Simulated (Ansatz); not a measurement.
# ClH5OSi2 + H2: a complex and its separated parts

Aim: how far the complex at one end of a reaction step lies below its separated, relaxed parts, level by level.

Method: PBE0-D4/def2-TZVP structures, single points in def2-TZVPP, no counterpoise correction; program: Ansatz 0.2.0, Gaussian basis.

Levels: SPW92, PBE-D4, BLYP-D4, r2SCAN-D4, B97M-V, PBE0-D4, B3LYP-D4, r2SCAN0-D4, BHLYP-D4, CAM-B3LYP-D4, wB97X-V, wB97M-V, B2PLYP, PBE-QIDH, RPA on PBE, Hartree-Fock, MP2, CCSD, CCSD(T).

Cores are frozen in the correlated methods. B3LYP uses VWN-RPA correlation. B2PLYP carries no dispersion term here.

94 further runs of the same task are left out: 94 set aside as unsound or not needed.

**1. The system as given**

The complex: 11 atoms, charge 0, spin multiplicity 1.

Atoms are counted from 1 here; the program's logs count them from 0.

Bond lengths: Si1–H3 1.478 Å, Si1–H4 1.477 Å, Si1–Cl5 2.054 Å, Si1–O7 1.617 Å, H2–H6 0.747 Å, O7–Si8 1.641 Å, Si8–H9 1.483 Å, Si8–H10 1.483 Å, Si8–H11 1.484 Å. Angles: H3–Si1–H4 112.1°, H3–Si1–Cl5 107.4°, H3–Si1–O7 110.4°, H4–Si1–Cl5 107.6°, H4–Si1–O7 109.1°, Cl5–Si1–O7 110.2°, Si1–O7–Si8 150.2°, O7–Si8–H9 110.2°, O7–Si8–H10 108.0°, O7–Si8–H11 109.2°, H9–Si8–H10 110.0°, H9–Si8–H11 109.8°, H10–Si8–H11 109.6°.

Coordinates:

```xyz
11
ClH7OSi2
Si   -1.2108   -0.4486   -1.0902
H     2.1998   -0.4122   -1.0513
H    -0.6251   -1.7546   -1.4590
H    -2.6749   -0.4217   -1.2823
Cl   -0.3943    0.9633   -2.3381
H     2.3715   -0.9188   -0.5298
O    -0.8738   -0.0951    0.4509
Si    0.0922    0.6165    1.5702
H     0.8646    1.7212    0.9509
H    -0.7726    1.1462    2.6518
H     1.0233   -0.3962    2.1268
```

Its parts: ClH5OSi2 holds atoms 1, 3, 4, 5, 7, 8, 9, 10, 11; H2 holds atoms 2, 6. Each part counts its atoms afresh in its own runs.

**2. Relaxing ClH5OSi2 alone**

The input, relax-a/in.yaml:

```yaml
crystal:
  periodic: [false, false, false]
  atoms:
    - {symbol: Si, position_ang: [-1.210844, -0.448633, -1.090179]}
    - {symbol: H, position_ang: [-0.625062, -1.754611, -1.458954]}
    - {symbol: H, position_ang: [-2.674914, -0.421662, -1.282305]}
    - {symbol: Cl, position_ang: [-0.394307, 0.963304, -2.338147]}
    - {symbol: O, position_ang: [-0.873752, -0.095082, 0.450859]}
    - {symbol: Si, position_ang: [0.092226, 0.616456, 1.570221]}
    - {symbol: H, position_ang: [0.864585, 1.721180, 0.950944]}
    - {symbol: H, position_ang: [-0.772580, 1.146206, 2.651802]}
    - {symbol: H, position_ang: [1.023262, -0.396193, 2.126781]}
basis:
  gaussian: {orbitals: def2-TZVP}
hamiltonian: {xc: pbe0, dispersion: d4}
relax: {f_tol: 0.005, max_steps: 200}
```

The run is started by

```
ansatz run in.yaml --threads 4 --pin off --events-out ev --progress --plain --max-ram 9574MiB
```

The runs that follow: Relaxing H2 alone; SPW92/def2-TZVPP; PBE-D4/def2-TZVPP; BLYP-D4/def2-TZVPP; r2SCAN-D4/def2-TZVPP; B97M-V/def2-TZVPP; PBE0-D4/def2-TZVPP; B3LYP-D4/def2-TZVPP; r2SCAN0-D4/def2-TZVPP; BHLYP-D4/def2-TZVPP; CAM-B3LYP-D4/def2-TZVPP; wB97X-V/def2-TZVPP; wB97M-V/def2-TZVPP; B2PLYP/def2-TZVPP; PBE-QIDH/def2-TZVPP; RPA on PBE/def2-TZVPP; CCSD(T)/def2-TZVPP; Vibrations of ClH5OSi2; Vibrations of H2.

What does the calculation give? Wanted: complex less parts, CCSD(T)/def2-TZVPP; with zero-point energy; largest T1 diagnostic.

**Answer**, as computed:

| quantity | value |
| --- | --- |
| complex less parts, CCSD(T)/def2-TZVPP | -2.46 kJ/mol |
| with zero-point energy | +1.96 kJ/mol |
| largest T1 diagnostic | 0.010 |

What this shows: At CCSD(T) the complex lies 2.46 kJ/mol below its parts. The functionals run from BLYP-D4, off by -0.29 kJ/mol, to SPW92, off by -5.62 kJ/mol, against CCSD(T). r2SCAN-D4 is as near within the digits shown. Mean unsigned error by rung: LDA 5.62, GGA 1.25, meta-GGA 0.88, hybrid 1.49, range-separated hybrid 1.64, double hybrid 1.36 kJ/mol. PBE-D4 gives a relative energy 2.21 kJ/mol too low, an error of 90 % of the reference. No counterpoise was applied, and triple zeta lacks some correlation, so the CCSD(T) reference has a basis error of its own, and close matches with it are partly luck.
